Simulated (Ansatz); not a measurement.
# ClH5N2Si: the cost of one run

Method: RKS PBE0-D4/def2-SVP, in Ansatz 0.2.0.

1 further run of the same task is left out (it didn't finish).

## 1. The structure to begin with

Bond lengths: Si1–N2 2.121 Å, Si1–N3 1.653 Å, Si1–H5 1.452 Å, Si1–Cl6 2.027 Å, N2–H7 1.008 Å, N2–H8 1.008 Å, N3–H9 1.007 Å. Angles: Si1–N2–H7 117.9°, Si1–N2–H8 118.3°, H7–N2–H8 109.9°, N2–Si1–N3 77.1°, N2–Si1–H5 106.1°, N2–Si1–Cl6 107.3°, N3–Si1–H5 130.0°, N3–Si1–Cl6 121.3°, H5–Si1–Cl6 105.7°, Si1–N3–H9 131.3°.

Structure file:

```xyz
9

Si   -0.3753   -0.8670    0.1612
N     0.1777    1.1588    0.4606
N     0.1491   -0.4025   -1.3357
H     0.3809    0.8194   -0.8228
H    -1.7262   -0.9950    0.6777
Cl    0.7873   -1.9955    1.3797
H     0.9852    1.3470    1.0331
H    -0.5484    1.8284    0.6606
H     0.1696   -0.8937   -2.2144
```

## 2. A restrained relaxation towards end A

Springs on the bonds that form and break draw the guess towards this end; the thresholds are loose.

input.yaml

```yaml
crystal:
  periodic: [false, false, false]
  atoms:
    - { symbol: Si, position_ang: [-0.3753, -0.867, 0.1612] }
    - { symbol: "N", position_ang: [0.1777, 1.1588, 0.4606] }
    - { symbol: "N", position_ang: [0.1491, -0.4025, -1.3357] }
    - { symbol: H, position_ang: [0.3809, 0.8194, -0.8228] }
    - { symbol: H, position_ang: [-1.7262, -0.995, 0.6777] }
    - { symbol: Cl, position_ang: [0.7873, -1.9955, 1.3797] }
    - { symbol: H, position_ang: [0.9852, 1.347, 1.0331] }
    - { symbol: H, position_ang: [-0.5484, 1.8284, 0.6606] }
    - { symbol: H, position_ang: [0.1696, -0.8937, -2.2144] }
basis:
  gaussian: { orbitals: def2-SVP }
hamiltonian:
  xc: pbe0
  dispersion: d4
relax:
  f_tol: 0.15
  max_steps: 25
  restrain:
    - { distance: [3, 1], at: 2.32, k: 30.0 }
    - { distance: [0, 1], at: 1.82, k: 30.0 }
    - { distance: [3, 2], at: 1.02, k: 30.0 }
```

On the command line:

```bash
ansatz run input.yaml --threads 2 --pin off --max-ram 3072MiB --backend cpu --events-out ev --progress --plain --runs-dir out
```

**Question.** How long does this run take on 2 threads of Intel Xeon Platinum 8488C (Sapphire Rapids), shared host, and how much memory does it need?

About 17 s, with a peak of 0.2 GiB.
